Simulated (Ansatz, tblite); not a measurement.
**The cluster Cu₂H₄: a ladder of methods and basis sets**

Aim: run the singlet of the cluster Cu₂H₄ at one geometry on many levels, and compare frontier levels, spin and run time.

The runs use Ansatz 0.2.0, Gaussian basis; as each input shows.

The runs, in order: GFN1-xTB, GFN2-xTB, PBE-D4/def2-TZVP, r2SCAN-D4/def2-TZVP, ωB97M-V/def2-TZVP, PBE-QIDH/def2-TZVP, r2SCAN0-D4/def2-TZVP, revPBE-D4/def2-TZVP, B2PLYP/def2-TZVP, ωB97X-V/def2-TZVP, LC-ωPBE/def2-TZVP, PBE-D4/def2-SVP, PBE0-D4/def2-SVP, HF/STO-3G, HF/6-31G, B3LYP-D4/6-31G, PBE0-D4/def2-TZVPD, PBE-D4/def2-TZVPD, r2SCAN-D4/def2-TZVPD, CCSD(T)/def2-TZVPP, MP2/def2-TZVP, RPA/def2-TZVP, CCSD(T)/def2-TZVPD.

1 further run of the same task is left out (set aside as unsound or not needed).

### Step 1. The relaxed structure

The geometry is that of the singlet, from an earlier relaxation (r2SCAN-D4/def2-TZVP). At that level it is the lowest of the isomers that a small search found.

6 atoms, charge 0, spin multiplicity 1.

Bond lengths: Cu1–Cu2 2.330 Å, Cu1–H4 1.503 Å, Cu1–H5 1.647 Å, Cu2–H3 1.657 Å, Cu2–H5 1.583 Å, Cu2–H6 1.650 Å. Angles: Cu2–Cu1–H4 133.8°, Cu2–Cu1–H5 42.8°, H4–Cu1–H5 176.6°, Cu1–Cu2–H3 165.2°, Cu1–Cu2–H5 44.9°, Cu1–Cu2–H6 137.1°, H3–Cu2–H5 149.8°, H3–Cu2–H6 28.2°, H5–Cu2–H6 178.0°, Cu1–H5–Cu2 92.3°.

No spin-orbit coupling is included.

PBE0-D4/def2-TZVP was run before; its log isn't repeated, and its numbers join the tables.

### Step 2. GFN1-xTB

Tight binding, by tblite at 300 K electronic temperature and without a spin-polarisation term:

```python
tblite.interface.Calculator('GFN1-xTB', numbers, positions, charge=0, uhf=0).singlepoint()
```

Energy -302.7734 eV, HOMO -10.79 eV, LUMO -7.87 eV; 0.004 s.

### Step 3. GFN2-xTB

Tight binding, by tblite at 300 K electronic temperature and without a spin-polarisation term:

```python
tblite.interface.Calculator('GFN2-xTB', numbers, positions, charge=0, uhf=0).singlepoint()
```

Energy -267.5445 eV, HOMO -7.44 eV, LUMO -3.84 eV; 0.004 s.

### Step 4. PBE-D4/def2-TZVP

start.molden holds the orbitals of an earlier run on this state, given as this run's starting guess.

Contents of in.yaml:

```yaml
crystal:
  periodic: [false, false, false]
  atoms:
    - {symbol: Cu, position_ang: [-0.023278, -1.349810, -1.000625]}
    - {symbol: Cu, position_ang: [0.301559, 0.384175, 0.521314]}
    - {symbol: H, position_ang: [0.175596, 1.766375, 1.426540]}
    - {symbol: H, position_ang: [-1.065055, -1.636413, -2.044885]}
    - {symbol: H, position_ang: [1.070480, -0.953497, 0.165313]}
    - {symbol: H, position_ang: [-0.459292, 1.789159, 0.932344]}
basis:
  gaussian: {orbitals: def2-TZVP, initial_orbitals: start.molden}
hamiltonian: {xc: pbe, dispersion: d4}
scf: {omitted_lower_state_checks: [starts]}
output: {orbitals: {seedname: orbitals}}
```

Command:

```console
$ ansatz run in.yaml --threads 4 --pin off --events-out ev --progress --plain --max-ram 3916MiB
```

Further steps of the session: r2SCAN-D4/def2-TZVP; ωB97M-V/def2-TZVP; PBE-QIDH/def2-TZVP; r2SCAN0-D4/def2-TZVP; revPBE-D4/def2-TZVP; B2PLYP/def2-TZVP; ωB97X-V/def2-TZVP; LC-ωPBE/def2-TZVP; PBE-D4/def2-SVP; PBE0-D4/def2-SVP; HF/STO-3G; HF/6-31G; B3LYP-D4/6-31G; PBE0-D4/def2-TZVPD; PBE-D4/def2-TZVPD; r2SCAN-D4/def2-TZVPD; CCSD(T)/def2-TZVPP; MP2/def2-TZVP; RPA/def2-TZVP; CCSD(T)/def2-TZVPD.

Before running them: what should the planned runs give, taken together? Wanted: gap in def2-TZVP, named functionals, smallest and largest; correlation energy, CCSD(T)/def2-TZVPP; correlation energy, MP2/def2-TZVP; correlation energy, CCSD(T)/def2-TZVPD; binding an atom, CCSD(T)/def2-TZVPP; PBE0 total energy, smallest basis above largest.

As calculated:

| quantity | value |
| --- | --- |
| gap in def2-TZVP, named functionals, smallest and largest | 2.79 eV (revPBE-D4), 9.24 eV (LC-ωPBE) |
| correlation energy, CCSD(T)/def2-TZVPP | -28.60 eV |
| correlation energy, MP2/def2-TZVP | -26.21 eV |
| correlation energy, CCSD(T)/def2-TZVPD | -24.23 eV |
| binding an atom, CCSD(T)/def2-TZVPP | 2.002 eV |
| PBE0 total energy, smallest basis above largest | 13.53 eV (def2-SVP, def2-TZVPD) |

**Reading.** Over the named functionals in def2-TZVP the gap runs from 2.79 eV (revPBE-D4) to 9.24 eV (LC-ωPBE); exact exchange widens it. A small miss in a minimal or small basis is a cancelling of errors, not accuracy. The functionals in def2-TZVP miss CCSD(T)/def2-TZVPP by -0.078 (PBE0-D4) to +0.083 eV (r2SCAN-D4) an atom. CCSD(T)/def2-TZVPP isn't at the basis-set limit; small misses against it rank nothing.
